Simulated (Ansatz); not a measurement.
# FHMoO₃: how energies converge with the basis set

The task here is to estimate one member of a computed series from the others.

Computed with Ansatz 0.2.0, Gaussian basis. Level: one geometry, several basis sets.

Levels to be run: PBE0-D4/def2-SVP; ωB97M-V/def2-SVP; PBE0-D4/def2-QZVPP; ωB97M-V/def2-QZVPP; the functionals' def2-TZVPP values are taken from earlier runs.

## The geometry

All runs share one geometry, relaxed beforehand with PBE0-D4 in a triple-zeta def2 set. Mo takes the def2 core potential; no spin-orbit term is included.

SMILES `[O]=[Mo](=[O])([OH])[F]`, 6 atoms, charge 0, spin multiplicity 1.

Atoms are counted from 1 here; the program's logs count them from 0.

Bond lengths: O1–Mo2 1.669 Å, Mo2–O3 1.670 Å, Mo2–O4 1.860 Å, Mo2–F5 1.844 Å, O4–H6 0.961 Å. Angles: O1–Mo2–O3 107.9°, O1–Mo2–O4 108.8°, O1–Mo2–F5 110.0°, O3–Mo2–O4 110.0°, O3–Mo2–F5 109.7°, O4–Mo2–F5 110.4°, Mo2–O4–H6 124.6°.

Set-up of the first run:

in.yaml

```yaml
crystal:
  periodic: [false, false, false]
  atoms:
    - {symbol: O, position_ang: [0.806817, -1.223136, 1.266281]}
    - {symbol: Mo, position_ang: [0.323081, -0.310876, -0.045245]}
    - {symbol: O, position_ang: [-0.557262, -1.300042, -1.062180]}
    - {symbol: O, position_ang: [-0.742648, 1.088452, 0.559150]}
    - {symbol: F, position_ang: [1.798648, 0.343043, -0.936307]}
    - {symbol: H, position_ang: [-1.586434, 1.338560, 0.172301]}
basis:
  gaussian: {orbitals: def2-SVP}
hamiltonian: {xc: pbe0, dispersion: d4}
output: {orbitals: {seedname: orbitals}}
```

Command:

```bash
> ansatz run in.yaml --threads 4 --pin off --events-out ev --progress --plain --max-ram 10444MiB
```

Among the steps run: PBE0-D4 in def2-SVP; ωB97M-V in def2-SVP; PBE0-D4 in def2-QZVPP; ωB97M-V in def2-QZVPP.

One table of the session follows, with a row left open; its other results are not shown here.

It belongs to the step «Density functionals: the series». 

| functional | basis | HOMO (eV) | LUMO (eV) |
| --- | --- | --- | --- |
| PBE0-D4 | def2-SVP | ? | ? |
| PBE0-D4 | def2-TZVPP | -9.60 | -2.64 |
| PBE0-D4 | def2-QZVPP | -9.62 | -2.66 |
| ωB97M-V | def2-SVP | -11.96 | -0.45 |
| ωB97M-V | def2-TZVPP | -11.98 | -0.43 |
| ωB97M-V | def2-QZVPP | -12.00 | -0.48 |

Q: Estimate the row for PBE0-D4, def2-SVP from the others.

**Answer.** HOMO (eV): -9.60; LUMO (eV): -2.67.
